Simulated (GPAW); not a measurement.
Runs of GPAW 26.7.0 on NbP. The cell holds a slab with vacuum, 8 atoms: a = 3.350 Å, b = 3.350 Å, c = 24.561 Å, α = 90.00°, β = 90.00°, γ = 90.00°. 

```tsv
level	potentials or basis	gap on the mesh (eV)	largest force (eV/Å)	work function (eV)
PBEsol	PAW data sets generated in the run's folder for this functional, pw	none	(a)	5.37
PBE	GPAW PAW data sets (gpaw-data 1.2.1), pw	none	1.11	5.32
RPBE	the program's PAW data sets (release 1.2.1) made for this functional, pw	none	0.95	5.24
vdW-DF-cx	GPAW PAW data sets (gpaw-data 1.2.1), pw	none	1.15	5.46
LDA	the program's PAW data sets (release 1.2.1) made for this functional, pw	none	1.61	5.53
revPBE	the program's PAW data sets (release 1.2.1) made for this functional, pw	none	0.99	5.24
WC	PAW data sets generated in the run's folder for this functional, pw	none	(c)	5.36
BEEF-vdW	GPAW PAW data sets (gpaw-data 1.2.1), pw	none	1.03	(b)
```

Alike in all rows: task single point; no spin polarisation; cell the (0 0 1) slab of NbP, cut from the database cell, not relaxed; k mesh 8 × 8 × 1; cutoff (eV) 450; smearing fermi-dirac 0.05 eV.

**Question.** Fill in the values left out.

**Answer.** (a) 1.40; (b) 5.62; (c) 1.35.

Caveats: the PAW data sets were made with another functional, which shifts forces and pressure a little (some runs).

A k mesh can miss the band edges, and the runs leave out spin-orbit coupling on Nb.

A gap of «none» marks a metal or a gap under the smearing width.

Not every run made on this cell is shown here.
